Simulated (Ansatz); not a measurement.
# C₂H₆BS radical: up Jacob's ladder to CCSD(T)

One table from this session's results is given with a row withheld; the runs are named, their logs left out.

Computed with Ansatz 0.2.0, Gaussian basis. Level: functionals in def2-TZVPP, the program's frozen cores in correlated methods.

Levels to be run: LDA (SPW92), PBE-D4, revPBE-D4, BLYP-D4, r2SCAN-D4, B97M-V, PBE0-D4, B3LYP-D4, r2SCANh-D4, r2SCAN0-D4, HSE06-D4, BHLYP-D4, CAM-B3LYP-D4, LC-ωPBE, ωB97X-V, ωB97M-V, B2PLYP, PBE-QIDH; CCSD(T)/def2-SVP; CCSD(T)/def2-TZVPP; MP2/def2-QZVPP; extrapolation to the limit; RPA on PBE.

## The geometry

An earlier PBE0-D4 in a triple-zeta def2 set relaxation fixed the geometry.

SMILES `CC[B]S`, 10 atoms, charge 0, spin multiplicity 2.

Atoms are counted from 1 here; the program's logs count them from 0.

Bond lengths: C1–C2 1.527 Å, C1–H5 1.093 Å, C1–H6 1.092 Å, C1–H7 1.092 Å, C2–B3 1.548 Å, C2–H8 1.101 Å, C2–H9 1.099 Å, B3–S4 1.745 Å, S4–H10 1.361 Å. Angles: C2–C1–H5 111.3°, C2–C1–H6 111.1°, C2–C1–H7 111.0°, H5–C1–H6 107.7°, H5–C1–H7 108.1°, H6–C1–H7 107.4°, C1–C2–B3 116.4°, C1–C2–H8 109.5°, C1–C2–H9 110.5°, B3–C2–H8 104.8°, B3–C2–H9 109.9°, H8–C2–H9 105.0°, C2–B3–S4 134.7°, B3–S4–H10 101.5°.

The first run:

Contents of in.yaml:

```yaml
crystal:
  periodic: [false, false, false]
  atoms:
    - {symbol: C, position_ang: [0.289607, 1.458148, -0.024901]}
    - {symbol: C, position_ang: [-0.274989, 0.056617, 0.198217]}
    - {symbol: B, position_ang: [0.728084, -1.116384, 0.085550]}
    - {symbol: S, position_ang: [0.588444, -2.821396, -0.260107]}
    - {symbol: H, position_ang: [-0.476357, 2.223283, 0.122006]}
    - {symbol: H, position_ang: [0.679560, 1.568269, -1.038984]}
    - {symbol: H, position_ang: [1.110921, 1.663384, 0.664292]}
    - {symbol: H, position_ang: [-0.681326, -0.018343, 1.218829]}
    - {symbol: H, position_ang: [-1.134714, -0.122114, -0.463369]}
    - {symbol: H, position_ang: [-0.746031, -2.942664, -0.498631]}
basis:
  gaussian: {orbitals: def2-TZVPP}
magnetization: {spin_polarized: true, initial_magnetization: 1}
hamiltonian: {xc: lda}
output: {orbitals: {seedname: orbitals}}
```

Command:

```sh
ansatz run in.yaml --threads 4 --pin off --events-out ev --progress --plain --max-ram 10444MiB
```

Among the steps run: LDA; PBE-D4 (GGA); revPBE-D4 (GGA); BLYP-D4 (GGA); r2SCAN-D4 (meta-GGA); B97M-V (meta-GGA); B3LYP-D4 (hybrid); r2SCANh-D4 (hybrid); r2SCAN0-D4 (hybrid); HSE06-D4 (hybrid); BHLYP-D4 (hybrid); CAM-B3LYP-D4 (range-separated); LC-ωPBE (range-separated); ωB97X-V (range-separated); ωB97M-V (range-separated); B2PLYP (double hybrid); PBE-QIDH (double hybrid).

One of the session's tables, all rows but one given; the rest of the session is left out.

It belongs to the step «Frontier levels by functional». 

```
  functional  HOMO (eV)  LUMO (eV)  gap (eV)
 LDA (SPW92)      -4.38      -2.90      1.48
      PBE-D4          ?          ?         ?
   revPBE-D4      -4.40      -2.29      2.12
     BLYP-D4      -4.25      -2.50      1.76
   r2SCAN-D4      -4.78      -1.83      2.94
      B97M-V      -4.47      -2.54      1.93
     PBE0-D4      -5.59      -1.42      4.17
    B3LYP-D4      -5.33      -1.88      3.45
  r2SCANh-D4      -5.21      -1.53      3.68
  r2SCAN0-D4      -5.86      -1.07      4.79
    HSE06-D4      -5.19      -1.80      3.39
    BHLYP-D4      -6.63      -0.65      5.98
CAM-B3LYP-D4      -6.85      -0.60      6.25
     LC-ωPBE      -8.29       0.91      9.20
     ωB97X-V      -7.75       0.31      8.06
     ωB97M-V      -7.40       0.10      7.50
```

**Question.** Estimate the row for PBE-D4.

**Answer.** HOMO (eV): -4.43; LUMO (eV): -2.43; gap (eV): 2.00. In the column «HOMO (eV)» it lies between B97M-V (-4.47) and revPBE-D4 (-4.40).
